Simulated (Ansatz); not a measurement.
**LuSe: pressure up to the limit of the methods**

How does LuSe answer strong compression, and how long do frozen cores keep up with all electrons? The runs shown use LAPW and crystal datasets. Companion runs by PAW are cited. Its runs: the reference run (LAPW); volume scaled by 1 (crystal datasets); volume scaled by 0.65 (LAPW); volume scaled by 0.6 (LAPW); volume scaled by 0.4 (LAPW and crystal datasets).

Method: DFT PBEsol, with the methods named in each step, in Ansatz 0.2.0.

1 further run of the same task is left out (it didn't finish).

**1. The structure to begin with**

The structure is cubic, space group Fm-3m (No. 225). Conventional cell: a = 5.595 Å, b = 5.595 Å, c = 5.595 Å, α = 90.00°, β = 90.00°, γ = 90.00°. Lu (site symmetry m-3m) is surrounded by 6 Se at 2.80 Å. Around Se (site symmetry m-3m) lie 6 Lu at 2.80 Å.

Coordinates:

```
CELL_PARAMETERS angstrom
0.00000 2.79727 2.79727
2.79727 0.00000 2.79727
2.79727 2.79727 0.00000
ATOMIC_POSITIONS crystal
Lu 0.00000 0.00000 0.00000
Se 0.50000 0.50000 0.50000
```

Whether this phase is the stable one at these pressures isn't tested.

Atoms are numbered in the order of the input: Lu1, Se2.

**2. The reference volume, LAPW**

Input file input.yaml:

```yaml
crystal:
  lattice:
    - [0.0, 2.7972694992, 2.7972694992]
    - [2.7972694992, 0.0, 2.7972694992]
    - [2.7972694992, 2.7972694992, 0.0]
  atoms:
    - { symbol: Lu, position: [0.0, 0.0, 0.0] }
    - { symbol: Se, position: [0.5, 0.5, 0.5] }
kpoints:
  mp_grid: { grid: [11, 11, 11] }
  band_path:
    path:
      - [0.0, 0.0, 0.0]
      - [0.5, 0.0, 0.5]
      - [0.625, 0.25, 0.625]
      - [0.375, 0.375, 0.75]
      - [0.0, 0.0, 0.0]
      - [0.5, 0.5, 0.5]
      - [0.5, 0.25, 0.75]
      - [0.5, 0.0, 0.5]
    npoints: 14
scf:
  occupations: { method: fermi_dirac, width: 0.05 }
hamiltonian:
  xc: pbesol
  pseudopotentials: { kind: all_electron, lapw: { basis_error: 0.001 } }
output:
  forces: true
  stress: true
  eigenvalues: true
  populations: true
```

Command:

```
$ ansatz run input.yaml --threads 1 --pin off --max-ram 2048MiB --backend cpu --events-out ev --progress --plain --runs-dir out
```

**3. Volume scaled by 1, crystal datasets**

Input file input.yaml:

```yaml
crystal:
  lattice:
    - [0.0, 2.7972694992, 2.7972694992]
    - [2.7972694992, 0.0, 2.7972694992]
    - [2.7972694992, 2.7972694992, 0.0]
  atoms:
    - { symbol: Lu, position: [0.0, 0.0, 0.0] }
    - { symbol: Se, position: [0.5, 0.5, 0.5] }
kpoints:
  mp_grid: { grid: [11, 11, 11] }
scf:
  occupations: { method: fermi_dirac, width: 0.05 }
hamiltonian:
  xc: pbesol
  pseudopotentials: { kind: all_electron, datasets: crystal }
output:
  forces: true
  stress: true
  eigenvalues: true
  efg: { contact_densities: true }
```

**4. Volume scaled by 0.65, LAPW**

Input file input.yaml:

```yaml
crystal:
  lattice:
    - [0.0, 2.4231042284, 2.4231042284]
    - [2.4231042284, 0.0, 2.4231042284]
    - [2.4231042284, 2.4231042284, 0.0]
  atoms:
    - { symbol: Lu, position: [0.0, 0.0, 0.0] }
    - { symbol: Se, position: [0.5, 0.5, 0.5] }
kpoints:
  mp_grid: { grid: [11, 11, 11] }
  band_path:
    path:
      - [0.0, 0.0, 0.0]
      - [0.5, 0.0, 0.5]
      - [0.625, 0.25, 0.625]
      - [0.375, 0.375, 0.75]
      - [0.0, 0.0, 0.0]
      - [0.5, 0.5, 0.5]
      - [0.5, 0.25, 0.75]
      - [0.5, 0.0, 0.5]
    npoints: 6
scf:
  occupations: { method: fermi_dirac, width: 0.05 }
hamiltonian:
  xc: pbesol
  pseudopotentials: { kind: all_electron, lapw: { basis_error: 0.001 } }
output:
  forces: true
  stress: true
  eigenvalues: true
  populations: true
```

**5. Volume scaled by 0.6, LAPW**

Changes to input.yaml since step 4:

```diff
@@ -2,5 +2,5 @@
   lattice:
-    - [0.0, 2.4231042284, 2.4231042284]
-    - [2.4231042284, 0.0, 2.4231042284]
-    - [2.4231042284, 2.4231042284, 0.0]
+    - [0.0, 2.3593084693, 2.3593084693]
+    - [2.3593084693, 0.0, 2.3593084693]
+    - [2.3593084693, 2.3593084693, 0.0]
   atoms:
```

**6. Volume scaled by 0.4, LAPW**

Changes to input.yaml since step 5:

```diff
@@ -2,5 +2,5 @@
   lattice:
-    - [0.0, 2.3593084693, 2.3593084693]
-    - [2.3593084693, 0.0, 2.3593084693]
-    - [2.3593084693, 2.3593084693, 0.0]
+    - [0.0, 2.061045789, 2.061045789]
+    - [2.061045789, 0.0, 2.061045789]
+    - [2.061045789, 2.061045789, 0.0]
   atoms:
```

**7. Volume scaled by 0.4, crystal datasets**

Input file input.yaml:

```yaml
crystal:
  lattice:
    - [0.0, 2.061045789, 2.061045789]
    - [2.061045789, 0.0, 2.061045789]
    - [2.061045789, 2.061045789, 0.0]
  atoms:
    - { symbol: Lu, position: [0.0, 0.0, 0.0] }
    - { symbol: Se, position: [0.5, 0.5, 0.5] }
kpoints:
  mp_grid: { grid: [11, 11, 11] }
scf:
  occupations: { method: fermi_dirac, width: 0.05 }
hamiltonian:
  xc: pbesol
  pseudopotentials: { kind: all_electron, datasets: crystal }
output:
  forces: true
  stress: true
  eigenvalues: true
  efg: { contact_densities: true }
```

(Steps that only read results are left out.)

Q: Predict the outcome of this session. Wanted: LAPW pressure at 0.4 of the volume; PAW pressure at 0.4 of the volume; crystal datasets pressure at 0.4 of the volume; fitted bulk modulus at zero pressure.

**Answer**, as computed:

```
                                      quantity      value
            LAPW pressure at 0.4 of the volume  530.9 GPa
             PAW pressure at 0.4 of the volume  531.8 GPa
crystal datasets pressure at 0.4 of the volume  530.9 GPa
   fitted bulk modulus at zero pressure (LAPW)     97 GPa
                       its pressure derivative       4.02
```

What this shows: At 0.4 of the starting volume LAPW gives 531 GPa. One third-order Birch-Murnaghan curve follows these points (B₀ = 97 GPa, B′ = 4.02, misfit at most 0.02 GPa). A fit over so wide a range leans to the high pressures, so B₀ can be off by several per cent. Where LAPW's pressure is over 3 GPa, PAW's departs from it by at most 0.2 %, at 0.4 of the volume. The ions are at rest, and the electrons smeared by 0.05 eV. Spin-orbit coupling is left out, though the cell holds Lu; in elements this heavy it can shift bands and gaps by tenths of an eV.
